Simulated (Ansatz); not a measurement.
# CH₁₂GaGe₂NOSn: a ladder of functionals and wavefunction methods

The task here is to estimate one member of a computed series from the others.

Method: functionals in def2-TZVPP, the program's frozen cores in correlated methods; program: Ansatz 0.2.0, Gaussian basis.

Plan: LDA (SPW92), PBE-D4, revPBE-D4, BLYP-D4, r2SCAN-D4, B97M-V, PBE0-D4, B3LYP-D4, r2SCANh-D4, r2SCAN0-D4, HSE06-D4, BHLYP-D4, CAM-B3LYP-D4, LC-ωPBE, ωB97X-V, ωB97M-V, B2PLYP, PBE-QIDH; CCSD(T)/def2-SVP; CCSD(T)/def2-TZVPP; MP2/def2-QZVPP; extrapolation to the limit; RPA on PBE.

## The geometry

All runs share one geometry, relaxed beforehand with PBE0-D4 in a triple-zeta def2 set. Sn takes the def2 core potential; no spin-orbit term is included.

SMILES `C[N]([GeH2][GaH2])[GeH]([OH])[SnH3]`, 19 atoms, charge 0, spin multiplicity 1.

Atoms are counted from 1 here; the program's logs count them from 0.

Bond lengths: C1–N2 1.448 Å, C1–H8 1.098 Å, C1–H9 1.098 Å, C1–H10 1.095 Å, N2–Ge3 1.884 Å, N2–Ge5 1.798 Å, Ge3–Ga4 2.459 Å, Ge3–H11 1.550 Å, Ge3–H12 1.553 Å, Ga4–H13 1.579 Å, Ga4–H14 1.571 Å, Ge5–O6 1.856 Å, Ge5–Sn7 2.613 Å, Ge5–H15 1.554 Å, O6–H16 0.962 Å, Sn7–H17 1.706 Å, Sn7–H18 1.702 Å, Sn7–H19 1.706 Å. Angles: N2–C1–H8 113.0°, N2–C1–H9 111.7°, N2–C1–H10 110.4°, H8–C1–H9 107.1°, H8–C1–H10 107.6°, H9–C1–H10 106.8°, C1–N2–Ge3 119.7°, C1–N2–Ge5 120.2°, Ge3–N2–Ge5 119.8°, N2–Ge3–Ga4 100.3°, N2–Ge3–H11 102.5°, N2–Ge3–H12 107.1°, Ga4–Ge3–H11 118.4°, Ga4–Ge3–H12 121.2°, H11–Ge3–H12 105.1°, Ge3–Ga4–H13 118.7°, Ge3–Ga4–H14 117.3°, H13–Ga4–H14 120.2° and more.

Coordinates:

```xyz
19
charge 0, multiplicity 1
C     1.2684   -0.6873    1.6857
N     0.7341   -0.5544    0.3459
Ge    0.9039   -1.9814   -0.8720
Ga   -0.7593   -1.3206   -2.5578
Ge    0.0900    1.0272   -0.2169
O    -1.1264    0.4796   -1.5079
Sn   -1.2019    2.3203    1.6501
H     2.3577   -0.5581    1.7284
H     0.8289    0.0480    2.3732
H     1.0371   -1.6775    2.0917
H     0.6044   -3.2159    0.0153
H     2.4104   -2.0981   -1.2317
H    -0.2548   -0.6704   -3.9054
H    -2.1639   -2.0217   -2.4972
H     1.0414    1.9051   -1.0761
H    -1.2905    1.1658   -2.1623
H    -0.1201    3.1562    2.6699
H    -2.1290    1.2293    2.5709
H    -2.2304    3.4540    0.8964
```

Set-up of the first run:

Input file in.yaml:

```yaml
crystal:
  periodic: [false, false, false]
  atoms:
    - {symbol: C, position_ang: [1.268374, -0.687274, 1.685651]}
    - {symbol: N, position_ang: [0.734088, -0.554353, 0.345939]}
    - {symbol: Ge, position_ang: [0.903907, -1.981369, -0.872034]}
    - {symbol: Ga, position_ang: [-0.759310, -1.320643, -2.557849]}
    - {symbol: Ge, position_ang: [0.090020, 1.027201, -0.216904]}
    - {symbol: O, position_ang: [-1.126363, 0.479560, -1.507940]}
    - {symbol: Sn, position_ang: [-1.201933, 2.320295, 1.650050]}
    - {symbol: H, position_ang: [2.357749, -0.558109, 1.728445]}
    - {symbol: H, position_ang: [0.828933, 0.047987, 2.373220]}
    - {symbol: H, position_ang: [1.037074, -1.677538, 2.091662]}
    - {symbol: H, position_ang: [0.604406, -3.215949, 0.015256]}
    - {symbol: H, position_ang: [2.410409, -2.098143, -1.231732]}
    - {symbol: H, position_ang: [-0.254847, -0.670400, -3.905380]}
    - {symbol: H, position_ang: [-2.163918, -2.021698, -2.497225]}
    - {symbol: H, position_ang: [1.041353, 1.905123, -1.076107]}
    - {symbol: H, position_ang: [-1.290507, 1.165813, -2.162292]}
    - {symbol: H, position_ang: [-0.120056, 3.156234, 2.669914]}
    - {symbol: H, position_ang: [-2.128985, 1.229288, 2.570927]}
    - {symbol: H, position_ang: [-2.230393, 3.453983, 0.896420]}
basis:
  gaussian: {orbitals: def2-TZVPP}
hamiltonian: {xc: lda}
output: {orbitals: {seedname: orbitals}}
```

Started as:

```
ansatz run in.yaml --threads 4 --pin off --events-out ev --progress --plain --max-ram 63488MiB --backend cuda --devices 0, --max-vram 37GiB
```

Steps of the session up to this table: LDA; PBE-D4 (GGA); revPBE-D4 (GGA); BLYP-D4 (GGA); r2SCAN-D4 (meta-GGA); B97M-V (meta-GGA); PBE0-D4 (hybrid); B3LYP-D4 (hybrid); r2SCANh-D4 (hybrid); r2SCAN0-D4 (hybrid); HSE06-D4 (hybrid); BHLYP-D4 (hybrid); CAM-B3LYP-D4 (range-separated); LC-ωPBE (range-separated); ωB97X-V (range-separated); ωB97M-V (range-separated); B2PLYP (double hybrid); PBE-QIDH (double hybrid).

One of the session's tables, all rows but one given; the rest of the session is left out.

It belongs to the step «Orbital energies across the functionals». 

| functional | HOMO (eV) | gap (eV) |
| --- | --- | --- |
| LDA (SPW92) | -5.47 | 3.39 |
| PBE-D4 | -5.38 | 3.52 |
| revPBE-D4 | -5.33 | 3.59 |
| BLYP-D4 | -5.26 | 3.52 |
| r2SCAN-D4 | -5.62 | 4.01 |
| B97M-V | -5.78 | 4.00 |
| PBE0-D4 | -6.57 | 5.52 |
| B3LYP-D4 | -6.37 | 5.11 |
| r2SCANh-D4 | -6.07 | 4.74 |
| r2SCAN0-D4 | -6.74 | 5.83 |
| HSE06-D4 | -6.18 | 4.76 |
| BHLYP-D4 | -7.66 | 7.43 |
| CAM-B3LYP-D4 | -7.85 | 7.76 |
| LC-ωPBE | -9.13 | 10.18 |
| ωB97X-V | ? | ? |
| ωB97M-V | -8.72 | 9.32 |

Q: Estimate the row for ωB97X-V from the others.

**Answer.** HOMO (eV): -8.84; gap (eV): 9.70. In the column «HOMO (eV)» it lies between LC-ωPBE (-9.13) and ωB97M-V (-8.72).
